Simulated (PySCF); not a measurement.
# The bond of SrTl, level by level

What are the lowest state that PBE0 finds, the bond length, vibrational wavenumber and bond energy of SrTl, and how much do these hang on the method?

Computed with PySCF 2.14.0. Level: Sr def2-SVP with ECP28, Tl def2-SVP with ECP60, scalar-relativistic core potentials.

### 1 Input

Settings of the job:

```yaml
atoms: Sr, Tl
charge: 0
basis: Sr def2-SVP with ECP28, Tl def2-SVP with ECP60
Hamiltonian: scalar-relativistic core potentials
basis_functions: 49
electrons_treated: 31
masses_in_u: 87.9056, 204.9744
levels: PBE0, PBE, r²SCAN, r²SCANh, M06-2X, BLYP, CAM-B3LYP, HF, MP2, SCS-MP2, CCSD, CCSD(T)
grid: 80 radial by 434 angular points
occupations: held fixed by the projection of orbital angular momentum
dissociation_limit: Sr + Tl, each in its ground configuration
starting_distance_in_angstrom: 3.140
values_of_2S_to_try: 1, 3
```

Launch:

```
$ OMP_NUM_THREADS=1 python dia.py task.json out
```

Further steps of the session: The PBE0 curve of the state that the search chose; Other states along the same grid; PBE (GGA); r²SCAN (meta-GGA); r²SCANh; M06-2X; BLYP; CAM-B3LYP (range-separated hybrid); ROHF; MP2 and coupled cluster.

Before running it: what results should come out? Wanted: for each run, Re; ωe; De; μ.

**Answer**, as computed:

Lowest PBE0 solution found, without spin–orbit coupling: ²Π (doublet), unpaired electrons π ↑. State 2 has its PBE0 minimum 0.22 eV higher. State 4 has its PBE0 minimum 0.78 eV higher. The other levels ran on the lowest alone.

| level | Re (Å) | ωe (cm⁻¹) | De (eV) | μ (D) |
| --- | --- | --- | --- | --- |
| ROHF | 4.212 | 23.1 | 0.034 | -1.32 |
| ROHF-MP2 | 3.507 | 74.4 | 0.365 | n/a |
| ROHF-SCS-MP2 | 3.571 | 65.8 | 0.274 | n/a |
| ROHF-CCSD | 3.558 | 69.2 | 0.306 | n/a |
| ROHF-CCSD(T) | 3.516 | 75.5 | 0.375 | n/a |
| PBE | 3.454 | 83.8 | 0.66 | -2.12 |
| BLYP | 3.511 | 77.2 | 0.490 | -2.10 |
| r²SCAN | 3.421 | 88.5 | 0.69 | -2.57 |
| r²SCANh | 3.423 | 88.2 | 0.65 | -2.70 |
| PBE0 | 3.462 | 82.1 | 0.54 | -2.34 |
| M06-2X | 3.539 | 69.0 | 0.394 | -1.92 |
| CAM-B3LYP | 3.506 | 72.2 | 0.330 | -2.42 |

De is counted to Sr + Tl in their ground configurations. A positive dipole means Sr(−)Tl(+). ⟨S²⟩ is off the pure value of 0.75 by over a tenth at r²SCAN 1.06, r²SCANh 1.09, PBE0 0.86, M06-2X 0.92.

Bond lengths run from 3.421 Å (r²SCAN) to 4.212 Å (ROHF). CCSD(T) can't serve as the judge here: for a weak bond in this basis it is far from its limit. Among the levels with a De in the table, it runs from 0.034 eV (ROHF) to 0.69 eV (r²SCAN).

Correlated steps freeze 4 core orbitals. Spin–orbit coupling is left out, which matters for elements this heavy, above all for dissociation energies. With spin–orbit coupling the term label itself may not hold.
